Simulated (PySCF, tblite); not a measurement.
# C4H10NOSi radical: geometry, infrared bands and EPR parameters

What infrared bands and EPR parameters should C4H10NOSi radical (`[CH2][C@@H]1C[Si@@](C)(N)O1`) show?

The runs use tblite 0.8.0 and PySCF 2.14.0, with density-fitted response routines of our own; the level of theory stands in each step. All values are computed, except where a source is named. Atoms are numbered from 0 throughout.

### Step 1. The starting structure

17 atoms, charge 0, multiplicity 2; geometry from: force field or distance geometry start.

Bonds of the start (Å): C0–C1 1.48, C1–C2 1.54, C2–Si3 1.83, Si3–C4 1.81, Si3–N5 1.69, Si3–O6 1.65, O6–C1 1.46, C0–H7 1.08, C0–H8 1.08, C1–H9 1.11, C2–H10 1.10, C2–H11 1.09, C4–H12 1.10, C4–H13 1.08, C4–H14 1.11, N5–H15 1.03, N5–H16 1.02.

### Step 2. Optimising the geometry with GFN2-xTB

What the job is given:

```
{"job": {"kind": "relax", "xc": "GFN2-xTB", "basis": "xTB"}, "charge": 0, "multiplicity": 2}
C      2.380600     1.208200     0.055100
C      1.467200     0.044200     0.078600
C      0.325300     0.090900    -0.950200
Si    -0.736400    -0.419800     0.449300
C     -2.198900     0.601200     0.759000
N     -0.945700    -2.081800     0.684400
O      0.640500    -0.031600     1.280900
H      2.947200     1.442900    -0.832200
H      2.502300     1.816300     0.944500
H      2.073200    -0.878200     0.004900
H      0.090300     1.085400    -1.357700
H      0.415000    -0.612200    -1.782200
H     -3.004100     0.387500     0.047700
H     -2.606300     0.448300     1.751200
H     -1.972100     1.678500     0.663100
H     -1.358700    -2.243100     1.614400
H     -0.026400    -2.524600     0.739100
```

Command:

```sh
$ OMP_NUM_THREADS=1 python probes_run.py task.json out
```

The driver reads the jobs from task.json and runs them one after another.

What it wrote:

```text
step      E/eV     max force
  0    -606.82266    2.479
  1    -607.00551    0.900
  2    -607.06076    0.577
  3    -607.11214    0.437
  4    -607.14031    0.435
  5    -607.17418    0.361
  6    -607.19789    0.327
  7    -607.21591    0.257
  8    -607.22645    0.244
  9    -607.23377    0.207
 10    -607.24064    0.188
 11    -607.24679    0.162
 12    -607.25228    0.207
 13    -607.25845    0.200
 14    -607.26629    0.251
 15    -607.27590    0.279
 16    -607.28666    0.241
 17    -607.29767    0.281
 18    -607.30848    0.269
 19    -607.31898    0.251
 20    -607.32707    0.201
 21    -607.33190    0.147
 22    -607.33558    0.145
 23    -607.33924    0.139
 24    -607.34276    0.149
 25    -607.34596    0.156
 26    -607.34879    0.148
 27    -607.35058    0.270
 28    -607.35382    0.138
 29    -607.35639    0.104
 30    -607.35861    0.127
 31    -607.36054    0.143
 32    -607.36419    0.183
 33    -607.36943    0.226
 34    -607.37547    0.196
 35    -607.38022    0.158
 36    -607.38315    0.124
 37    -607.38516    0.130
 38    -607.38715    0.096
 39    -607.38895    0.083
 40    -607.39071    0.091
 41    -607.39190    0.091
 42    -607.39331    0.089
 43    -607.39436    0.089
 44    -607.39592    0.108
 45    -607.39803    0.140
 46    -607.40039    0.120
 47    -607.40197    0.080
 48    -607.40324    0.104
 49    -607.40453    0.102
 50    -607.40636    0.143
 51    -607.40806    0.155
 52    -607.40962    0.122
 53    -607.41132    0.092
 54    -607.41306    0.094
 55    -607.41424    0.081
 56    -607.41518    0.093
 57    -607.41597    0.083
 58    -607.41705    0.076
 59    -607.41757    0.055
 60    -607.41809    0.049
 61    -607.41846    0.046
 62    -607.41890    0.040
 63    -607.41922    0.055
 64    -607.41940    0.046
 65    -607.41956    0.041
 66    -607.41978    0.035
 67    -607.42000    0.034
 68    -607.42026    0.037
 69    -607.42056    0.039
 70    -607.42083    0.038
 71    -607.42105    0.034
 72    -607.42122    0.027
 73    -607.42137    0.032
 74    -607.42151    0.032
 75    -607.42169    0.038
 76    -607.42194    0.037
 77    -607.42211    0.025
 78    -607.42223    0.024
 79    -607.42234    0.028
 80    -607.42246    0.035
 81    -607.42260    0.041
 82    -607.42272    0.030
 83    -607.42280    0.028
 84    -607.42289    0.024
 85    -607.42301    0.024
 86    -607.42309    0.023
 87    -607.42316    0.024
 88    -607.42321    0.020
 89    -607.42326    0.015
 90    -607.42330    0.013
 91    -607.42333    0.013
 92    -607.42337    0.012
 93    -607.42342    0.015
 94    -607.42346    0.013
 95    -607.42350    0.014
 96    -607.42352    0.013
 97    -607.42356    0.013
 98    -607.42362    0.019
 99    -607.42368    0.018
100    -607.42374    0.014
101    -607.42377    0.016
102    -607.42380    0.017
103    -607.42385    0.019
104    -607.42394    0.024
105    -607.42404    0.020
106    -607.42411    0.015
107    -607.42414    0.010
108    -607.42416    0.008
```

Wall time 0.77 s (1 thread of Arm Neoverse V1, shared host); peak memory 0.18 GiB.

Relaxation path: (not every step is listed)

```
step  energy from step 0 (eV)  largest force (eV/Å)
   0                   0.0000                2.4792
   1                  -0.1828                0.8998
   2                  -0.2381                0.5767
   3                  -0.2895                0.4371
   4                  -0.3176                0.4353
   5                  -0.3515                0.3613
   6                  -0.3752                0.3267
   7                  -0.3932                0.2570
   8                  -0.4038                0.2441
  17                  -0.4750                0.2814
  26                  -0.5261                0.1476
  35                  -0.5576                0.1578
  44                  -0.5733                0.1084
  53                  -0.5887                0.0917
  62                  -0.5962                0.0400
  71                  -0.5984                0.0345
  80                  -0.5998                0.0352
  89                  -0.6006                0.0153
  98                  -0.6010                0.0192
 103                  -0.6012                0.0193
 104                  -0.6013                0.0240
 105                  -0.6014                0.0200
 106                  -0.6014                0.0150
 107                  -0.6015                0.0105
 108                  -0.6015                0.0081
```

Distances of close pairs at the start and the end, largest changes first:

```
  bond  before (Å)  after (Å)  change (Å)
Si3–C4       1.810      1.892      +0.082
C2–Si3       1.829      1.910      +0.080
Si3–N5       1.692      1.719      +0.027
N5–H15       1.030      1.003      -0.027
 C0–C1       1.480      1.453      -0.026
 C1–C2       1.538      1.561      +0.023
 C1–O6       1.461      1.439      -0.022
C4–H14       1.105      1.084      -0.021
```

The end geometry stands in the next job.

### Step 3. Vibrational analysis with GFN2-xTB

What the job is given:

```
{"job": {"kind": "ir", "xc": "GFN2-xTB", "basis": "xTB"}, "charge": 0, "multiplicity": 2}
C      2.178548     1.432083     0.059370
C      1.605615     0.096629     0.035320
C      0.471887    -0.095290    -1.020405
Si    -0.598199    -0.490846     0.511264
C     -2.012933     0.687816     0.946375
N     -1.116379    -2.121689     0.674530
O      0.867801    -0.205407     1.232908
H      3.057512     1.659063    -0.509846
H      1.673251     2.213104     0.591159
H      2.378192    -0.669087    -0.089917
H      0.256573     0.815118    -1.570657
H      0.682456    -0.892967    -1.724024
H     -2.904693     0.434733     0.384967
H     -2.251860     0.611480     2.001612
H     -1.765744     1.722113     0.734335
H     -2.056712    -2.339609     0.947988
H     -0.472312    -2.845215     0.944785
```

What it wrote:

```text
mode    cm-1     km/mol
  1      66.5      1.10
  2      88.4      0.31
  3      99.5      6.67
  4     149.1      5.03
  5     173.2      2.95
  6     194.3     14.39
  7     211.8      9.24
  8     236.1      5.75
  9     296.8    196.66
 10     316.0     25.54
 11     414.5      7.08
 12     479.1     26.47
 13     521.2     15.87
 14     698.7     42.83
 15     711.2     14.00
 16     730.6     24.96
 17     782.3     43.71
 18     815.5     35.06
 19     820.9     71.16
 20     864.0     82.11
 21     890.2    201.69
 22     924.0     71.37
 23     956.6    294.57
 24     983.4     44.11
 25    1060.5     15.88
 26    1141.9     31.14
 27    1177.1      2.38
 28    1198.4      8.30
 29    1290.1     11.71
 30    1371.7     17.96
 31    1382.1      1.78
 32    1458.2      2.72
 33    1482.7      0.73
 34    1485.7      4.29
 35    1499.1     56.47
 36    2896.0     60.97
 37    3028.1     28.66
 38    3034.5     37.76
 39    3055.0     27.34
 40    3058.4     20.06
 41    3066.1     26.38
 42    3140.5     12.89
 43    3191.2     31.24
 44    3495.4      7.54
 45    3550.8      0.14
```

Wall time 0.61 s (1 thread of Arm Neoverse V1, shared host); peak memory 0.18 GiB.

The strongest bands and the atoms that carry them (share of the mass-weighted mode):

```
cm⁻¹  km/mol                                atoms
 297   196.7          H16 37 %, H15 22 %, N5 13 %
 821    71.2          H13 37 %, H14 23 %, C4 15 %
 864    82.1            O6 34 %, H7 20 %, C0 14 %
 890   201.7           Si3 34 %, O6 19 %, N5 13 %
 924    71.4           C1 24 %, C2 18 %, H11 16 %
 957   294.6  Si3 30 %, N5 17 %, C2 16 %, C1 14 %
1499    56.5          H15 42 %, H16 42 %, N5 11 %
2896    61.0                              H9 93 %
```

### Step 4. g tensor and hyperfine couplings: B3LYP/pcH-1

Settings changed since step 3:

```diff
@@ -1,2 +1,2 @@
-{"job": {"kind": "ir", "xc": "GFN2-xTB", "basis": "xTB"}, "charge": 0, "multiplicity": 2}
+{"job": {"kind": "epr", "basis": "pcH-1"}, "charge": 0, "multiplicity": 2}
 C      2.178548     1.432083     0.059370
```

Method: UKS B3LYP, pcH-1 on C H N O Si, non-relativistic, mean-field spin-orbit, GIAO.

What it wrote:

```text
UKS, coarse grid
  cycle   1  E = -577.77728644  |g| = 6.74e-01
  cycle   2  E = -577.53492789  |g| = 1.05e+00
  cycle   3  E = -577.94479436  |g| = 1.53e-01
  cycle   4  E = -577.95350790  |g| = 4.34e-02
  cycle   5  E = -577.95424453  |g| = 1.29e-02
  cycle   6  E = -577.95431246  |g| = 4.52e-03
  cycle   7  E = -577.95432276  |g| = 1.22e-03
  cycle   8  E = -577.95432353  |g| = 6.52e-04
UKS, final grid
  cycle   1  E = -577.95430370  |g| = 8.29e-04
  cycle   2  E = -577.95430342  |g| = 1.14e-03
  cycle   3  E = -577.95430403  |g| = 9.23e-05
  cycle   4  E = -577.95430404  |g| = 2.49e-05
E = -577.95430404 Eh   <S^2> = 0.7538 (exact 0.7500)
g shifts (ppm)      1          2          3
  rmc          -145       -145       -145
  gc              7         26         38
  oz_so          39        479        590
  total         -99        360        483
hyperfine (MHz)  atom isotope    a_iso     a_fc   dipolar eigenvalues
    0   13C      86.94      87.04    -79.94    -79.26    159.20
    1   13C     -35.55     -35.55     -2.69     -0.60      3.29
    2   13C      67.93      67.95     -8.76     -8.04     16.80
    3  29Si       3.32       3.31     -2.85      1.01      1.84
    4   13C       2.68       2.68     -0.40     -0.26      0.66
    5   14N       0.66       0.66     -0.38     -0.23      0.61
    6   17O      -6.91      -6.91     -5.96      2.66      3.30
    7    1H     -62.26     -62.27    -38.62     -0.28     38.90
    8    1H     -61.96     -61.98    -38.56     -0.14     38.70
    9    1H      49.63      49.63     -5.73     -3.99      9.72
   10    1H       2.39       2.39     -7.94     -1.31      9.25
   11    1H       0.27       0.27     -4.97     -1.78      6.75
   12    1H      -0.22      -0.22     -0.66     -0.61      1.28
   13    1H       1.43       1.43     -0.67     -0.58      1.25
   14    1H       0.04       0.04     -1.21     -0.90      2.11
   15    1H      -0.47      -0.48     -0.72     -0.51      1.24
   16    1H      -0.10      -0.10     -0.71     -0.29      1.00
```

It took 83 s on 1 thread of Arm Neoverse V1, shared host; peak memory 0.97 GiB.

Principal g values 2.00222, 2.00268, 2.00280; g(iso) = 2.00257, against 2.00232 for a free electron.

Hyperfine couplings; where a row names several nuclei, a(iso) is their mean (it holds for fast rotation or exchange) and the dipolar term the largest among them:

```
       nuclei  isotope  a(iso) (MHz)  a(iso) (G, at g = 2.0023)  largest dipolar term (MHz)
           C0      13C          86.9                       31.0                       159.2
           C2      13C          67.9                       24.2                        16.8
       H7, H8       1H         -62.1                      -22.2                        38.9
           H9       1H          49.6                       17.7                         9.7
           C1      13C         -35.5                      -12.7                         3.3
           O6      17O          -6.9                       -2.5                        -6.0
          Si3     29Si           3.3                        1.2                        -2.8
           C4      13C           2.7                        1.0                         0.7
          H10       1H           2.4                        0.9                         9.2
           N5      14N           0.7                        0.2                         0.6
H12, H13, H14       1H           0.4                        0.1                         2.1
     H15, H16       1H          -0.3                       -0.1                         1.2
          H11       1H           0.3                        0.1                         6.7
```

Mulliken spin populations:

C0 1.06; C1 -0.08; C2 0.07; Si3 0.01; C4 0.00; N5 0.01; O6 0.01; H7 -0.04; H8 -0.04; H9 0.02; H10 0.00; H11 0.00; H12 0.00; H13 0.00; H14 0.00; H15 0.00; H16 0.00

In first order the couplings over 0.8 MHz of 1H give 12 distinct lines over 62.9 G, if the averaged nuclei exchange fast; the same motion can average rows kept apart here too.

The fields below are evaluated on a grid from the run's orbitals.

ELF in a plane through or near 7 of the atoms.

Values, 10 rows by 14 columns:
```
0.00 0.00 0.00 0.00 0.00 0.00 0.00 0.00 0.00 0.00 0.00 0.00 0.00 0.00
0.00 0.00 0.00 0.00 0.00 0.00 0.00 0.00 0.01 0.00 0.00 0.00 0.00 0.00
0.00 0.00 0.00 0.01 0.23 0.07 0.00 0.38 0.36 0.14 0.10 0.00 0.00 0.00
0.00 0.00 0.01 0.26 0.99 0.96 0.00 0.22 0.51 0.98 0.88 0.04 0.00 0.00
0.00 0.01 0.80 0.82 0.27 0.28 0.20 0.26 0.78 0.57 0.25 0.01 0.00 0.00
0.00 0.01 0.77 0.75 0.72 0.32 0.74 0.37 0.10 0.25 0.06 0.01 0.00 0.00
0.00 0.00 0.00 0.02 0.95 0.94 0.18 0.23 0.70 0.79 0.89 0.63 0.00 0.00
0.00 0.00 0.00 0.07 0.98 0.93 0.01 0.01 0.93 0.92 0.15 0.05 0.00 0.00
0.00 0.00 0.00 0.00 0.01 0.01 0.00 0.01 0.73 0.66 0.01 0.00 0.00 0.00
0.00 0.00 0.00 0.00 0.00 0.00 0.00 0.00 0.00 0.00 0.00 0.00 0.00 0.00
```
The map spans 12.3 Å across and 9.9 Å up, centred on the molecule. Atoms in the plane (x, y in Å): C0 (-2.5, 0.5), C1 (-1.5, -0.5), N5 (1.9, -1.5), H7 (-3.5, 0.4), H8 (-2.2, 1.5), H9 (-1.9, -1.5), H16 (1.7, -2.3).

log10 of the density (e/Å³) in the same plane.

Ten even steps from ' ' (-4.0) to '@' (0.5):
```
                                                        
                                                        
                            ..::::::::..                
            ..........    ..--======----::..            
          ..::--------::::::==++++++++====--..          
        ..--==++****++==----++**######**++==--          
      ..--==++##%%##**++--==++**##%%%%%%**++--..        
    ..--==**##%%@@@@##++++++**##%%%%@@%%**++--..        
    ::==++##%%@@@@%%##******######%%##**++==--..        
    ::==**##%%@@@@@@%%##%%%%%%######**++==--::          
    ::--++**##%%%%@@@@@@@@@@%%%%%%##****++==::          
    ..::==++****##%%@@@@@@@@%%%%%%%%####**++==..        
      ..::--==**##@@%%##########%%@@@@%%##**==::        
          ::==++##%%##**++++++**%%@@@@%%##**==..        
          ..--==++****++==--==**%%@@%%##**==--..        
            ..::--==----::::--++**##**++==--..          
              ..::::::..    ::--++++++==--..            
                              ..::::::....              
                                                        
                                                        
```
The map spans 12.3 Å across and 9.9 Å up, centred on the molecule. Atoms in the plane (x, y in Å): C0 (-2.5, 0.5), C1 (-1.5, -0.5), N5 (1.9, -1.5), H7 (-3.5, 0.4), H8 (-2.2, 1.5), H9 (-1.9, -1.5), H16 (1.7, -2.3).

On the surface of density 0.002 e/bohr³ the electrostatic potential runs, from the 1st to the 99th percentile, from -1.84 V near O6 to 1.61 V near H15.

The spin density lies nearest to C0 60 %; H7 15 %; H8 7 %.

### Step 5. What came out

| quantity | value |
| --- | --- |
| strongest single infrared mode (GFN2-xTB) | 957 cm⁻¹, 295 km/mol |
| zero-point energy (GFN2-xTB) | 83.6 kcal/mol |
| g(iso) (B3LYP) | 2.00257 |
| ⟨S²⟩ | 0.754 (exact 0.75) |
| largest a(iso) (averaged by class) | 13C on C0, 86.9 MHz |
| potential on the surface of density 0.002 e/bohr³, 1st and 99th percentile | -1.84 V and 1.61 V |

What this shows: The optimisation took 108 steps and gained 0.601 eV; among the close pairs (by a distance rule), Si3–C4 changed most, from 1.810 to 1.892 Å. No mode is imaginary among the 45: a minimum at this level. The strongest single mode, at 957 cm⁻¹, has its largest shares on Si3, N5, C2 and C1 (the list is cut at 4 atoms). GFN2-xTB is a fitted tight-binding method: band positions and strengths are rough. Its intensities can rank the bands wrongly. C0 carries the largest spin population, 1.06 e. The isotropic g lies 0.2 ppt above the free-electron value. These values are for one conformer; the search (at its own cheap level) found 1 more, at 0.28 kcal/mol, and measured spectra average over such forms.
